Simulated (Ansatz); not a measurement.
# Germanium, bcc under BLYP: structure, energy and stiffness

Aim: take germanium in the bcc structure, relax it, solve it on a dense k-mesh, then scale the cell to 7 volumes from 88 to 112 % of the relaxed one and try a fit of the equation of state. Spin polarisation is left out. The k-meshes are 13×13×13 for the relaxation; 21×21×21 for the dense run; 14×14×14 for the volumes.

This is Ge in the bcc structure; at room conditions it is diamond.

Computed with Ansatz 0.2.0 (DFT BLYP, plane waves (420 eV) with PAW, scalar-relativistic; the PAW data stem from PBE, with regenerated cores, unless a step says otherwise).

## (1) The structure to begin with

The structure is cubic, space group Im-3m (No. 229). Conventional cell: a = 3.376 Å, b = 3.376 Å, c = 3.376 Å, α = 90.00°, β = 90.00°, γ = 90.00°. Ge (site symmetry m-3m) is surrounded by 8 Ge at 2.92 Å.

Coordinates:

```cif
data_structure
_symmetry_space_group_name_H-M 'P 1'
_symmetry_Int_Tables_number 1
_cell_length_a 2.9237
_cell_length_b 2.9237
_cell_length_c 2.9237
_cell_angle_alpha 109.471
_cell_angle_beta 109.471
_cell_angle_gamma 109.471
_cell_volume 19.24
loop_
_atom_site_label
_atom_site_type_symbol
_atom_site_fract_x
_atom_site_fract_y
_atom_site_fract_z
_atom_site_occupancy
Ge1 Ge 0.00000 0.00000 0.00000 1
```

## (2) Relaxing cell and atoms

input.yaml

```yaml
crystal:
  lattice:
    - [-1.6879910177, 1.6879910177, 1.6879910177]
    - [1.6879910177, -1.6879910177, 1.6879910177]
    - [1.6879910177, 1.6879910177, -1.6879910177]
  atoms:
    - { symbol: Ge, position: [0.0, 0.0, 0.0] }
hamiltonian:
  xc: blyp
  pseudopotentials:
    kind: paw
    azcp:
      Ge: "pseudopotentials/Ge.paw.azcp"
basis:
  ecutwfc: 420
  fft_grid_basis: typed
kpoints:
  mp_grid: { grid: [13, 13, 13], shift: [0, 0, 0] }
magnetization:
  spin_polarized: false
scf:
  occupations: { method: fermi_dirac, width: 0.1 }
relax:
  max_steps: 60
  f_tol: 0.01
  cell: {}
```

Further steps of the session: Single point on a dense mesh; Equation of state: 88 %; Equation of state: 92 %; Equation of state: 96 %; Equation of state: 100 %; Equation of state: 104 %; Equation of state: 108 %; Equation of state: 112 %.

What does the calculation give? Wanted: space group; conventional cell; volume; shortest distance; gap on the mesh; relative to diamond; highest ELF outside the cores; V₀, B₀, B₀′.

As calculated:

```
                      quantity                               value
space group (spins left aside)                     Im-3m (No. 229)
             conventional cell                         a = 3.506 Å
                        volume                      21.545 Å³/atom
             shortest distance                             3.036 Å
               gap on the mesh        none (levels filled in part)
           relative to diamond                       +522 meV/atom
 highest ELF outside the cores  0.46, 1.14 Å from the nearest atom
                   V₀, B₀, B₀′         21.378 Å³/atom, 48 GPa, 4.5
```

What this shows: From the guessed start the volume grew by 12.0 % in 5 steps. It lies 522 meV/atom above the element's reference form at the same level (diamond, from a run of its own). Levels at the Fermi energy are filled in part, as in a metal. The fitted modulus is 48 GPa. The symmetry was held, so the structure may be unstable against distortions that break it.
